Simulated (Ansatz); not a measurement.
# GaCS (quartet): wave-function methods side by side at a displaced geometry (v2), cc-pVDZ

One table from this session's results is given with a row withheld; the runs are named, their logs left out.

Method: cc-pVDZ, core rule «outside noble gas», up to 20 orbitals frozen; program: Ansatz 0.2.0, Gaussian basis.

Plan: UHF; CCSD(T) on ROHF; CCSD(T) on UHF; BCCD(T) on ROHF; CISD as a restricted active space (open shells left free, so some higher excitations enter); CCSDT(Q) on ROHF; CCSDT(Q) on UHF.

23 further runs of the same task are left out: 7 for a known fault of the program, 6 that didn't finish, 10 set aside as unsound or not needed. Runs told in other sessions of the task aren't counted.

### What is computed

The geometry is a PBE0/def2-TZVP stationary point (not a proven minimum) with its atoms shifted at random (size 0.100 Å). No spin-orbit coupling is included. The filled d shell of Ga may be among the frozen orbitals whatever the setting's name suggests.

3 atoms, charge 0, spin multiplicity 4.

Atoms are counted from 1 here; the program's logs count them from 0.

Bond lengths: C1–S2 1.747 Å, C1–Ga3 1.858 Å, S2–Ga3 2.415 Å. Angles: S2–C1–Ga3 84.1°, C1–S2–Ga3 49.9°, C1–Ga3–S2 46.0°.

The first run:

Contents of in.yaml:

```yaml
crystal:
  periodic: [false, false, false]
  atoms:
    - {symbol: C, position_ang: [0.100528, -1.148317, 0.569836]}
    - {symbol: S, position_ang: [-0.064346, 0.266841, 1.580943]}
    - {symbol: Ga, position_ang: [0.012275, 0.075095, -0.825224]}
basis:
  gaussian: {orbitals: cc-pVDZ}
magnetization: {spin_polarized: true, initial_magnetization: 3}
hamiltonian: {xc: hf}
output: {orbitals: {seedname: orbitals}}
```

Started as:

```sh
ansatz run in.yaml --threads 1 --pin off --events-out ev --progress --plain --max-ram 2393MiB
```

Steps of the session up to this table: UHF; CCSD(T) on ROHF; CCSD(T) on UHF; BCCD(T) on ROHF; CISD as a restricted active space (open shells left free, so some higher excitations enter); CCSDT(Q) on ROHF; CCSDT(Q) on UHF.

One table of the session follows, with a row left open; its other results are not shown here.

| method | from UCCSDT(Q) (kcal/mol) |
| --- | --- |
| ROHF | ? |
| UHF | +194.46 |
| RMP2 | +29.11 |
| UMP2 | +31.18 |
| RCCSD | +12.54 |
| UCCSD | +11.94 |
| RCCSD(T) | +2.38 |
| UCCSD(T) | +2.43 |
| BCCD(T) | +2.27 |
| RCCSDT | +1.43 |
| UCCSDT | +1.17 |
| RCCSDT(Q) | +0.44 |
| UCCSDT(Q) | 0 |

Estimate the missing values for ROHF.

As computed: from UCCSDT(Q) (kcal/mol): +203.55. In the column «from UCCSDT(Q) (kcal/mol)» it is the highest.

Not comparable, so not listed: CISD as a restricted active space (open shells left free, so some higher excitations enter) (they don't share determinant, frozen orbitals or solution with the rows shown, or repeat one).

Limits of these values: Restricted and unrestricted rows rest on different reference determinants; a gap between their highest levels can come from leftover correlation error, from unlike frozen cores or from another state.
